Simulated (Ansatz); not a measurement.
**C3H6IN: up Jacob's ladder to CCSD(T)**

How much do the methods differ for C3H6IN? The plan is to run it at one geometry with functionals of several rungs and with coupled cluster, and see how far each lands from CCSD(T) at the basis-set limit for the atomisation energy.

Computed with Ansatz 0.2.0, Gaussian basis. Level: functionals in def2-TZVPP, the program's frozen cores in correlated methods.

Levels to be run: PBE-D4, r2SCAN-D4, PBE0-D4, B3LYP-D4, ωB97X-V, ωB97M-V, B2PLYP; CCSD(T)/def2-TZVPP; MP2/def2-QZVPP; extrapolation to the limit.

## Step 1: Structure used throughout

All runs share one geometry, relaxed beforehand with PBE0-D4 in a triple-zeta def2 set. I takes the def2 core potential; no spin-orbit term is included.

SMILES `C=C(I)NC`, 11 atoms, charge 0, spin multiplicity 1.

Atoms are counted from 1 here; the program's logs count them from 0.

Bond lengths: C1–C2 1.333 Å, C1–H6 1.083 Å, C1–H7 1.078 Å, C2–I3 2.099 Å, C2–N4 1.367 Å, N4–C5 1.440 Å, N4–H8 1.006 Å, C5–H9 1.090 Å, C5–H10 1.093 Å, C5–H11 1.098 Å. Angles: C2–C1–H6 120.5°, C2–C1–H7 121.4°, H6–C1–H7 118.1°, C1–C2–I3 119.8°, C1–C2–N4 127.5°, I3–C2–N4 112.6°, C2–N4–C5 119.1°, C2–N4–H8 115.5°, C5–N4–H8 116.4°, N4–C5–H9 108.8°, N4–C5–H10 109.9°, N4–C5–H11 112.8°, H9–C5–H10 108.1°, H9–C5–H11 108.9°, H10–C5–H11 108.1°.

Geometry (Å):

```
C    -0.1132    1.4256    0.7150
C     0.0186    0.8626   -0.4864
I     0.2250    2.0726   -2.1892
N    -0.0166   -0.4702   -0.7903
C    -0.0317   -1.4332    0.2805
H    -0.1978    0.8121    1.6038
H    -0.1515    2.4970    0.8313
H     0.4772   -0.7379   -1.6244
H    -0.0292   -2.4350   -0.1478
H    -0.9438   -1.3185    0.8719
H     0.8285   -1.3321    0.9561
```

## Step 2: PBE-D4 (GGA)

Input file in.yaml:

```yaml
crystal:
  periodic: [false, false, false]
  atoms:
    - {symbol: C, position_ang: [-0.113219, 1.425620, 0.714976]}
    - {symbol: C, position_ang: [0.018586, 0.862578, -0.486359]}
    - {symbol: I, position_ang: [0.224987, 2.072642, -2.189196]}
    - {symbol: N, position_ang: [-0.016560, -0.470226, -0.790327]}
    - {symbol: C, position_ang: [-0.031700, -1.433184, 0.280525]}
    - {symbol: H, position_ang: [-0.197837, 0.812142, 1.603814]}
    - {symbol: H, position_ang: [-0.151527, 2.496983, 0.831328]}
    - {symbol: H, position_ang: [0.477172, -0.737920, -1.624385]}
    - {symbol: H, position_ang: [-0.029234, -2.434980, -0.147763]}
    - {symbol: H, position_ang: [-0.943769, -1.318492, 0.871916]}
    - {symbol: H, position_ang: [0.828501, -1.332063, 0.956072]}
basis:
  gaussian: {orbitals: def2-TZVPP}
hamiltonian: {xc: pbe, dispersion: d4}
output: {forces: true, orbitals: {seedname: orbitals}}
```

Command:

```
$ ansatz run in.yaml --threads 4 --pin off --events-out ev --progress --plain --max-ram 10444MiB
```

After this run come: r2SCAN-D4 (meta-GGA); PBE0-D4 (hybrid); B3LYP-D4 (hybrid); ωB97X-V (range-separated); ωB97M-V (range-separated); B2PLYP (double hybrid); CCSD(T) in def2-TZVPP; MP2 in def2-QZVPP.

Before running them: what should the planned runs give, taken together? Wanted: atomisation energy, CCSD(T)/CBS; farthest; mean size of error, hybrid; mean size of error, range-separated; gap, smallest and largest; T1 diagnostic; triples share of the correlation energy.

The runs gave:

| quantity | value |
| --- | --- |
| atomisation energy, CCSD(T)/CBS | 42.612 eV |
| functionals within 0.426 eV (1.0 %) | r2SCAN-D4, B3LYP-D4, ωB97X-V, ωB97M-V, B2PLYP |
| farthest | PBE-D4 (+1.405 eV) |
| mean size of error, hybrid | 0.277 eV |
| mean size of error, range-separated | 0.019 eV |
| gap, smallest and largest | 3.42 eV (PBE-D4), 9.80 eV (ωB97X-V) |
| T1 diagnostic | 0.0102 |
| triples share of the correlation energy | 3.6 % |

In words: PBE-D4 misses by +1.405 eV. Double hybrids carry the basis error of their MP2 part in triple zeta, and no dispersion term here, so their miss is partly the set-up's. The reference freezes the cores and leaves out spin-orbit coupling and excitations past (T), and its outer-core shells are covered unevenly, so misses under about 0.426 eV can't be ranked. All levels share the lack of spin-orbit coupling, which lowers the free heavy atoms and so the true binding. Hartree-Fock recovers 70 % of the binding; the rest is correlation. The gap grows from 3.4 to 9.8 eV across the functionals, mostly with the share of exact exchange. Correlated methods include outer-core shells of I, which these sets cover unevenly.
